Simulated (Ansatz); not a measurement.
# CH8OSSi2: small, medium and large basis sets

How large a basis does CH8OSSi2 need? Two functionals are run in growing sets.

The runs use Ansatz 0.2.0, Gaussian basis; one geometry, several basis sets.

Plan: PBE0-D4/def2-SVP; ωB97M-V/def2-SVP; PBE0-D4/def2-QZVPP; ωB97M-V/def2-QZVPP; the functionals' def2-TZVPP values are taken from earlier runs.

### Step 1. Structure used throughout

The geometry comes from an earlier relaxation with PBE0-D4/def2-TZVP; it is a stationary point, not always the lowest conformer.

SMILES `CO[SiH]([SiH3])S`, 13 atoms, charge 0, spin multiplicity 1.

Atoms are counted from 1 here; the program's logs count them from 0.

Bond lengths: C1–O2 1.412 Å, C1–H6 1.096 Å, C1–H7 1.094 Å, C1–H8 1.091 Å, O2–Si3 1.641 Å, Si3–Si4 2.334 Å, Si3–S5 2.142 Å, Si3–H9 1.490 Å, Si4–H10 1.487 Å, Si4–H11 1.488 Å, Si4–H12 1.487 Å, S5–H13 1.344 Å. Angles: O2–C1–H6 111.2°, O2–C1–H7 111.1°, O2–C1–H8 108.1°, H6–C1–H7 108.7°, H6–C1–H8 108.7°, H7–C1–H8 109.0°, C1–O2–Si3 123.5°, O2–Si3–Si4 106.2°, O2–Si3–S5 113.4°, O2–Si3–H9 110.7°, Si4–Si3–S5 110.6°, Si4–Si3–H9 114.4°, S5–Si3–H9 101.7°, Si3–Si4–H10 109.2°, Si3–Si4–H11 108.8°, Si3–Si4–H12 111.7°, H10–Si4–H11 108.8°, H10–Si4–H12 109.2° and more.

### Step 2. PBE0-D4 in def2-SVP

in.yaml reads:

```yaml
crystal:
  periodic: [false, false, false]
  atoms:
    - {symbol: C, position_ang: [-0.686406, 1.092463, 1.965964]}
    - {symbol: O, position_ang: [-0.570550, 0.078695, 0.989527]}
    - {symbol: Si, position_ang: [-0.007821, 0.343737, -0.528904]}
    - {symbol: Si, position_ang: [-0.078044, -1.718390, -1.618934]}
    - {symbol: S, position_ang: [1.975460, 1.152611, -0.571100]}
    - {symbol: H, position_ang: [-1.352190, 1.894342, 1.627795]}
    - {symbol: H, position_ang: [0.290737, 1.524579, 2.203302]}
    - {symbol: H, position_ang: [-1.105847, 0.646654, 2.868787]}
    - {symbol: H, position_ang: [-0.789455, 1.421744, -1.198430]}
    - {symbol: H, position_ang: [0.239663, -1.520617, -3.057852]}
    - {symbol: H, position_ang: [0.949099, -2.612726, -1.018872]}
    - {symbol: H, position_ang: [-1.413669, -2.360347, -1.496436]}
    - {symbol: H, position_ang: [2.569223, 0.022555, -0.150050]}
basis:
  gaussian: {orbitals: def2-SVP}
hamiltonian: {xc: pbe0, dispersion: d4}
output: {orbitals: {seedname: orbitals}}
```

Run with:

```console
$ ansatz run in.yaml --threads 4 --pin off --events-out ev --progress --plain --max-ram 10444MiB
```

The runs that follow: ωB97M-V in def2-SVP; PBE0-D4 in def2-QZVPP; ωB97M-V in def2-QZVPP.

Q: Predict the results of all the runs planned. Wanted: PBE0-D4: double and triple zeta above quadruple; ωB97M-V: double and triple zeta above quadruple.

As calculated:

| quantity | value |
| --- | --- |
| PBE0-D4: double and triple zeta above quadruple | 14.24, 1.05 eV |
| ωB97M-V: double and triple zeta above quadruple | 14.34, 1.00 eV |

PBE0-D4 gains 13.19 eV from double to triple zeta, then 1.05 eV more. Total energies overstate the basis error of differences, where much of it tends to cancel. The LUMO of ωB97M-V is positive and keeps falling with the basis (2.18 to 1.34 eV): an unbound level that the basis holds in place.
